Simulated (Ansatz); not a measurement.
**BF2HS (SMILES FB(F)S): functionals against CCSD(T) at one geometry**

One table from this session's results is given with a row withheld; the runs are named, their logs left out.

The runs use Ansatz 0.2.0, Gaussian basis; single points in def2-TZVPP.

Cores are frozen in the correlated methods.

### Starting geometry

5 atoms, charge 0, spin multiplicity 1.

Atoms are counted from 1 here; the program's logs count them from 0.

Bond lengths: F1–B2 1.362 Å, B2–F3 1.219 Å, B2–S4 1.770 Å, S4–H5 1.212 Å. Angles: F1–B2–F3 127.3°, F1–B2–S4 125.8°, F3–B2–S4 106.6°, B2–S4–H5 94.2°.

As a file:

| atom | x (Å) | y (Å) | z (Å) |
| --- | --- | --- | --- |
| F1 | 0.60860 | -1.83170 | 0.12680 |
| B2 | 0.09790 | -0.56950 | 0.17120 |
| F3 | -0.43050 | -0.02030 | 1.12260 |
| S4 | 0.24330 | 0.65310 | -1.10110 |
| H5 | -0.22370 | 1.54250 | -0.42300 |

Set-up of the first run:

Contents of run/in.yaml:

```yaml
crystal:
  periodic: [false, false, false]
  atoms:
    - {symbol: F, position_ang: [0.608600, -1.831700, 0.126800]}
    - {symbol: B, position_ang: [0.097900, -0.569500, 0.171200]}
    - {symbol: F, position_ang: [-0.430500, -0.020300, 1.122600]}
    - {symbol: S, position_ang: [0.243300, 0.653100, -1.101100]}
    - {symbol: H, position_ang: [-0.223700, 1.542500, -0.423000]}
basis:
  gaussian: {orbitals: def2-TZVPP}
correlation: {method: ccsd_t}
output: {forces: true}
```

No record of the launch command was kept for these runs.

Among the steps run: CCSD(T)/def2-TZVPP; PBE0-D4/def2-TZVPP; wB97M-V/def2-TZVPP; r2SCAN-D4/def2-TZVPP; PBE-D4/def2-TZVPP; B97M-V/def2-TZVPP; r2SCANh-D4/def2-TZVPP.

One of the session's tables, all rows but one given; the rest of the session is left out.

| method | RMS force component (eV/Å) | angle to CCSD(T) forces (°) | dipole (D) |
| --- | --- | --- | --- |
| CCSD(T) | 3.251 | reference | 1.25 |
| PBE0-D4 | 3.202 | 2.1 | 1.29 |
| wB97M-V | 3.209 | 0.9 | 1.25 |
| r2SCAN-D4 | 3.231 | 1.3 | 1.28 |
| PBE-D4 | 3.356 | 3.4 | 1.25 |
| B97M-V | ? | ? | ? |
| r2SCANh-D4 | 3.189 | 1.9 | 1.29 |

Estimate the missing values for B97M-V.

The run gave: RMS force component (eV/Å): 3.138; angle to CCSD(T) forces (°): 2.4; dipole (D): 1.26. In the column «RMS force component (eV/Å)» it is the lowest.
